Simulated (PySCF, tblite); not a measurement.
**C₆H₉B₃F₃N₃, a complex of two parts: infrared bands, interaction energy, NMR shifts and electronic excitations**

What infrared bands, interaction energy, NMR shifts and electronic excitations should one expect for `Fc1cc(F)cc(F)c1` with `B1NBNBN1`?

Computed with tblite 0.8.0 and PySCF 2.14.0; each step states its level. No surroundings beyond the atoms listed, unless a continuum is named. Atoms count from 0, parts from 1.

### 1 The system as given

24 atoms, charge 0, multiplicity 1; geometry: rigid parts in contact. Parts: 1 = atoms 0–11, `Fc1cc(F)cc(F)c1`, charge 0; 2 = atoms 12–23, `B1NBNBN1`, charge 0.

### 2 Search for minima with GFN2-xTB

The job: settings as JSON, then the geometry in Å.

```
{"job": {"kind": "dock", "xc": "GFN2-xTB", "basis": "xTB"}, "charge": 0, "multiplicity": 1, "parts": [{"atoms": "0-11", "charge": 0, "multiplicity": 1}, {"atoms": "12-23", "charge": 0, "multiplicity": 1}]}
F      2.381353    -1.286459    -0.028802
C      1.202316    -0.649197    -0.014901
C      0.040003    -1.398570    -0.067801
C     -1.163282    -0.715091    -0.052299
F     -2.304278    -1.416215    -0.106144
C     -1.232259     0.665324     0.016942
C     -0.039036     1.364426     0.067113
F     -0.077734     2.702527     0.133057
C      1.192441     0.733148     0.051089
H      0.070436    -2.474111    -0.118937
H     -2.179738     1.177486     0.031390
H      2.109778     1.296730     0.089293
B      2.474897    -1.515325     3.763722
N      1.448265    -0.644137     4.204898
B      1.315672     0.690107     3.746685
N      2.275586     1.144302     2.808505
B      3.331446     0.331169     2.327049
N      3.399409    -0.993766     2.825046
H      2.554987    -2.619331     4.157799
H      0.779492    -0.990735     4.875280
H      0.448878     1.387208     4.126019
H      2.203897     2.090350     2.466760
H      4.115316     0.738181     1.551760
H      4.140335    -1.593484     2.495758
```

With the program's defaults for keys left out, this is: GFN2-xTB search for minima from random contacts, gas phase.

Command:

```bash
OMP_NUM_THREADS=1 python cluster_run.py task.json out
```

The driver reads the jobs from task.json and runs them one after another.

**Question.** The jobs that follow are: GFN2-xTB harmonic vibrations, gas phase; PBE0-D3(BJ)/def2-SVP interaction energy, counterpoise and uncorrected, gas phase; GIAO PBE0/pcSseg-1 NMR shielding, non-relativistic, gas phase; revPBE-D3(BJ)/def2-SVP interaction energy, counterpoise and uncorrected, gas phase; TDA WP04/3-21G, vertical, gas phase, core orbitals frozen in the response. Predict: binding energy (GFN2-xTB); strongest single infrared mode (GFN2-xTB); interaction energy, counterpoise (PBE0-D3(BJ)/def2-SVP); superposition error; binding energy (with deformation); ΔG of binding, 298 K, 1 atm (xTB thermal terms); 13C shifts against TMS (PBE0/pcSseg-1); 1H shifts against TMS (PBE0/pcSseg-1); 19F shifts against CFCl3 (PBE0/pcSseg-1); 11B shifts against BF3·OEt2 (PBE0/pcSseg-1); 15N shifts against NH3 (PBE0/pcSseg-1); largest proton shift on binding; lowest singlet (WP04/3-21G); brightest single state of those computed; lowest triplet. Thermal terms come from harmonic xTB runs on each species.

As calculated:

| quantity | value |
| --- | --- |
| binding energy (GFN2-xTB) | -6.22 kcal/mol |
| strongest single infrared mode (GFN2-xTB) | 1409 cm⁻¹ |
| interaction energy, counterpoise (PBE0-D3(BJ)/def2-SVP) | -2.94 kcal/mol |
| superposition error | 2.92 kcal/mol |
| binding energy (with deformation) | -2.83 kcal/mol |
| ΔG of binding, 298 K, 1 atm (xTB thermal terms) | +7.4 kcal/mol |
| 13C shifts against TMS (PBE0/pcSseg-1) | 174.7, 174.6, 174.0, 109.7, 107.3, 106.3 ppm |
| 1H shifts against TMS (PBE0/pcSseg-1) | 6.69, 6.66, 6.33, 5.91, 5.79, 5.09, 4.60, 4.52, 4.34 ppm |
| 19F shifts against CFCl3 (PBE0/pcSseg-1) | -106.5, -108.4, -110.7 ppm |
| 11B shifts against BF3·OEt2 (PBE0/pcSseg-1) | 26.5, 26.4, 25.6 ppm |
| 15N shifts against NH3 (PBE0/pcSseg-1) | 147.7, 145.1, 144.9 ppm |
| largest proton shift on binding | H19, -0.89 ppm |
| lowest singlet (WP04/3-21G) | 5.34 eV (232 nm), f = 0.000 |
| brightest single state of those computed | state 8, 7.11 eV, f = 0.040 |
| lowest triplet | 4.17 eV |
| range of the interaction energy over the runs of this table | -3.73 to -2.94 kcal/mol |

In words: At its xTB geometry the search ends with the contact C1···B12 (inside the van der Waals sum, 3.25 Å); 4 starts can't prove it the lowest minimum. No mode is imaginary at GFN2-xTB; the softest lies at 15 cm⁻¹. The attractive terms split as dispersion 42 %, orbital 30 %, electrostatic 27 %, against 7.14 kcal/mol of Pauli repulsion. The terms sum to the uncorrected energy, so the orbital term holds the superposition error. The superposition error is 100 % of the corrected value, so this basis is small for the task. With harmonic xTB thermal terms the free energy of binding in the gas phase is about +7.4 kcal/mol; soft modes make that rough. The geometry is that of tight binding, not a minimum at this level, so the binding values are rough. On binding (GIAO PBE0/pcSseg-1 NMR shielding, non-relativistic, gas phase), H19 moves most among the protons, 0.89 ppm upfield. The basis of WP04/3-21G has no diffuse functions, so Rydberg states are missing and the high states are unreliable. The interaction energy runs from -3.73 (revPBE-D3(BJ)/def2-SVP) to -2.94 kcal/mol (PBE0-D3(BJ)/def2-SVP).
